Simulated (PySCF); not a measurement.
**Pb2OF2: other functionals and bases at one geometry**

The task here is to estimate one member of a computed series from the others.

Computed with PySCF 2.14.0. Level: several levels, as the steps say, no spin–orbit coupling.

3 further runs of the same task are left out: 2 for a known fault of the program, 1 that didn't finish.

## The system as given

5 atoms, charge 0, spin multiplicity 1.

Bond lengths: Pb1–O3 2.117 Å, Pb1–F4 2.086 Å, Pb2–O3 2.117 Å, Pb2–F5 2.086 Å. Angles: O3–Pb1–F4 100.7°, O3–Pb2–F5 100.7°, Pb1–O3–Pb2 148.9°.

Geometry (Å):

```
Pb    0.6332    0.0111    2.0396
Pb    0.6332    0.0111   -2.0396
O     1.2012    0.0211    0.0000
F    -1.4449   -0.0254    1.8633
F    -1.4449   -0.0254   -1.8633
```

Formal oxidation states: Pb +2. An earlier session relaxed this geometry at BP86, Pb def2-SVP with ECP60, O def2-SVP, F def2-SVP (singlet, point group C2v).

At BP86 on the finer grid: E = -660.842514 Eh, HOMO -6.22 eV, LUMO -3.15 eV, Mulliken charge on Pb1 +0.73 e, largest force component 0.024 eV/Å. 

Levels to run: PBE; HF; M06-L; B3LYP; BP86, TZVP; BP86, x2c-SVP. Hardware: 2 threads of Arm Neoverse N1, shared host.

The first run:

Contents of run.py (the lines that set the calculation):

```python
mol = gto.M(atom='''
Pb     0.63324     0.01112     2.03965
Pb     0.63324     0.01112    -2.03965
O      1.20124     0.02109     0.00000
F     -1.44491    -0.02537     1.86330
F     -1.44491    -0.02537    -1.86330''',
    basis={'Pb': 'def2-SVP', 'O': 'def2-SVP', 'F': 'def2-SVP'},
    ecp={'Pb': 'def2-SVP'},
    charge=0, spin=0)
mf = dft.RKS(mol, xc='PBE')
mf.grids.atom_grid = (75, 302)
mf = mf.density_fit()  # fitting sets: Pb def2-universal-JKFIT, O def2-universal-JKFIT, F def2-universal-JKFIT
mf.conv_tol = 1e-08; mf.max_cycle = 55
mf.kernel(dm0)  # dm0: the density of the relaxed state
```

Run with:

```sh
> OMP_NUM_THREADS=2 python run.py
```

Among the steps run: PBE; HF; M06-L; B3LYP; BP86, TZVP; BP86, x2c-SVP.

One table of the session follows, with a row left open; its other results are not shown here.

| level | HOMO (eV) | gap (eV) | charge on Pb1 (e) | dipole (D) | largest force component (eV/Å) |
| --- | --- | --- | --- | --- | --- |
| BP86 (relaxed here) | -6.22 | 3.07 | 0.73 | 5.12 | 0.02 |
| PBE | -6.10 | 3.09 | 0.73 | 5.11 | 0.01 |
| HF | -9.76 | 10.03 | 1.15 | 6.87 | 1.04 |
| M06-L | ? | ? | ? | ? | ? |
| B3LYP | -7.11 | 4.48 | 0.83 | 5.67 | 0.27 |
| BP86, TZVP | -6.53 | 3.22 | 0.86 | 5.78 | 0.37 |
| BP86, x2c-SVP | -6.23 | 3.06 | 0.76 | 5.07 | 0.41 |

**Question.** Estimate the row for M06-L.

The run gave: HOMO (eV): -6.15; gap (eV): 3.48; charge on Pb1 (e): 0.90; dipole (D): 5.81; largest force component (eV/Å): 0.18. In the column «HOMO (eV)» it lies between BP86 (relaxed here) (-6.22) and PBE (-6.10).

In one basis the HOMO–LUMO gap runs from 3.07 eV (BP86) to 10.03 eV (HF). The largest leftover force, 1.04 eV/Å with HF, stands at a geometry relaxed at another level. Total energies of different levels can't be compared.
